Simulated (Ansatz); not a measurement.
# TiSi3W: the cost of one run

Program: Ansatz 0.2.0. Level of theory: DFT PBE, scalar-relativistic, plane waves, PAW. These are calculated values, not measurements.

### Step 1. The system as given

It takes space group Pm-3m (No. 221, cubic). Conventional cell: a = 4.503 Å, b = 4.503 Å, c = 4.503 Å, α = 90.00°, β = 90.00°, γ = 90.00°. Around Ti (site symmetry m-3m) lie 6 Si at 2.25 Å. Around Si (site symmetry 4/mmm) lie 2 Ti at 2.25 Å and 4 W at 3.18 Å. Around W (site symmetry m-3m) lie 12 Si at 3.18 Å.

Coordinates:

```cif
data_structure
_symmetry_space_group_name_H-M 'P 1'
_symmetry_Int_Tables_number 1
_cell_length_a 4.5027
_cell_length_b 4.5027
_cell_length_c 4.5027
_cell_angle_alpha 90.000
_cell_angle_beta 90.000
_cell_angle_gamma 90.000
_cell_volume 91.29
loop_
_atom_site_label
_atom_site_type_symbol
_atom_site_fract_x
_atom_site_fract_y
_atom_site_fract_z
_atom_site_occupancy
Ti1 Ti 0.50000 0.50000 0.50000 1
Si1 Si 0.00000 0.50000 0.50000 1
Si2 Si 0.50000 0.00000 0.50000 1
Si3 Si 0.50000 0.50000 0.00000 1
W1 W 0.00000 0.00000 0.00000 1
```

It is the end of an earlier relaxation with the same method, from a generated guess; it needn't be the stable form of this composition. At a tolerance of 0.05 Å it has space group Pm-3m (No. 221); it has 18.26 Å³/atom, an uncorrected energy of +1.41 eV/atom over the elements.

### Step 2. Electronic structure at the relaxed geometry

Input file input.yaml:

```yaml
crystal:
  lattice:
    - [4.5026649326, 0.0, 0.0]
    - [0.0, 4.5026649326, 0.0]
    - [0.0, 0.0, 4.5026649326]
  atoms:
    - { symbol: Ti, position: [0.5, 0.5, 0.5] }
    - { symbol: Si, position: [0.0, 0.5, 0.5] }
    - { symbol: Si, position: [0.5, 0.0, 0.5] }
    - { symbol: Si, position: [0.5, 0.5, 0.0] }
    - { symbol: W, position: [0.0, 0.0, 0.0] }
basis:
  ecutwfc: 420
kpoints:
  mp_grid: { grid: [8, 8, 8] }
  band_path:
    path:
      - [[0.0, 0.0, 0.0], [0.0, 0.5, 0.0], [0.5, 0.5, 0.0], [0.0, 0.0, 0.0], [0.5, 0.5, 0.5], [0.0, 0.5, 0.0]]
      - [[0.5, 0.5, 0.5], [0.5, 0.5, 0.0]]
    npoints: 14
hamiltonian:
  xc: pbe
scf:
  occupations: { method: gaussian, width: 0.1 }
  n_extra_bands: 12
output:
  forces: true
  stress: true
  eigenvalues: true
  populations: true
  dos: { projected: true, de: 0.02, nscf_kmesh: { grid: [10, 10, 10] } }
  bader: true
  write_density: true
  write_potential: true
  elf: true
  volumetric_format: npy
```

Started as:

```sh
> ansatz run input.yaml --threads 1 --pin off --max-ram 2560MiB --backend cpu --events-out ev --progress --plain --runs-dir out
```

Q: Estimate wall time and peak memory on 1 thread of Arm Neoverse V1, shared host.

About 96 s, with a peak of 0.42 GiB.
